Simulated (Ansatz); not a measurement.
# C2H5GaO: up Jacob's ladder to CCSD(T)

An exercise on one series of results from a longer session: the logs are not shown, and one member is left open.

The runs use Ansatz 0.2.0, Gaussian basis; functionals in def2-TZVPP, the program's frozen cores in correlated methods.

Levels to be run: LDA (SPW92), PBE-D4, revPBE-D4, BLYP-D4, r2SCAN-D4, B97M-V, PBE0-D4, B3LYP-D4, r2SCANh-D4, r2SCAN0-D4, HSE06-D4, BHLYP-D4, CAM-B3LYP-D4, LC-ωPBE, ωB97X-V, ωB97M-V, B2PLYP, PBE-QIDH; CCSD(T)/def2-SVP; CCSD(T)/def2-TZVPP; MP2/def2-QZVPP; extrapolation to the limit; RPA on PBE.

### Structure used throughout

The geometry comes from an earlier relaxation with PBE0-D4 in a triple-zeta def2 set; it is a stationary point, not always the lowest conformer.

9 atoms, charge 0, spin multiplicity 1.

Atoms are counted from 1 here; the program's logs count them from 0.

Bond lengths: C1–C3 1.515 Å, C1–H5 1.093 Å, C1–H6 1.094 Å, C1–H7 1.093 Å, Ga2–O4 1.788 Å, C3–O4 1.392 Å, C3–H8 1.099 Å, C3–H9 1.099 Å. Angles: C3–C1–H5 110.6°, C3–C1–H6 110.7°, C3–C1–H7 110.6°, H5–C1–H6 108.3°, H5–C1–H7 108.3°, H6–C1–H7 108.2°, C1–C3–O4 112.4°, C1–C3–H8 109.6°, C1–C3–H9 109.6°, O4–C3–H8 109.2°, O4–C3–H9 109.2°, H8–C3–H9 106.7°, Ga2–O4–C3 162.5°.

Set-up of the first run:

Contents of in.yaml:

```yaml
crystal:
  periodic: [false, false, false]
  atoms:
    - {symbol: C, position_ang: [-0.068627, 0.977409, -0.160107]}
    - {symbol: Ga, position_ang: [-0.754100, -2.501190, -1.455348]}
    - {symbol: C, position_ang: [0.292187, -0.313764, 0.545193]}
    - {symbol: O, position_ang: [-0.081629, -1.439005, -0.184616]}
    - {symbol: H, position_ang: [0.429371, 1.037008, -1.131122]}
    - {symbol: H, position_ang: [0.237037, 1.842282, 0.435219]}
    - {symbol: H, position_ang: [-1.147701, 1.037926, -0.322672]}
    - {symbol: H, position_ang: [-0.193435, -0.343249, 1.530162]}
    - {symbol: H, position_ang: [1.375295, -0.343817, 0.726291]}
basis:
  gaussian: {orbitals: def2-TZVPP}
hamiltonian: {xc: lda}
output: {orbitals: {seedname: orbitals}}
```

Started as:

```
ansatz run in.yaml --threads 2 --pin off --events-out ev --progress --plain --max-ram 4352MiB
```

Steps of the session up to this table: LDA; PBE-D4 (GGA); revPBE-D4 (GGA); BLYP-D4 (GGA); r2SCAN-D4 (meta-GGA); B97M-V (meta-GGA); PBE0-D4 (hybrid); B3LYP-D4 (hybrid); r2SCANh-D4 (hybrid); r2SCAN0-D4 (hybrid); HSE06-D4 (hybrid); BHLYP-D4 (hybrid); CAM-B3LYP-D4 (range-separated); LC-ωPBE (range-separated); ωB97X-V (range-separated); ωB97M-V (range-separated); B2PLYP (double hybrid); PBE-QIDH (double hybrid).

One table of the session follows, with a row left open; its other results are not shown here.

It belongs to the step «Orbital energies across the functionals». 

```
  functional  HOMO (eV)  gap (eV)
 LDA (SPW92)      -6.23      4.48
      PBE-D4      -6.04      4.47
   revPBE-D4      -5.97      4.47
     BLYP-D4      -5.94      4.44
   r2SCAN-D4      -6.31      4.90
      B97M-V      -6.23      4.72
     PBE0-D4      -7.15      6.28
    B3LYP-D4      -7.01      5.92
  r2SCANh-D4      -6.74      5.58
  r2SCAN0-D4      -7.34      6.56
    HSE06-D4      -6.75      5.52
    BHLYP-D4      -8.10      7.94
CAM-B3LYP-D4      -8.49      8.54
     LC-ωPBE      -9.69     10.80
     ωB97X-V          ?         ?
     ωB97M-V      -9.36     10.20
```

Estimate the missing values for ωB97X-V.

**Answer.** HOMO (eV): -9.39; gap (eV): 10.39. In the column «HOMO (eV)» it lies between LC-ωPBE (-9.69) and ωB97M-V (-9.36).
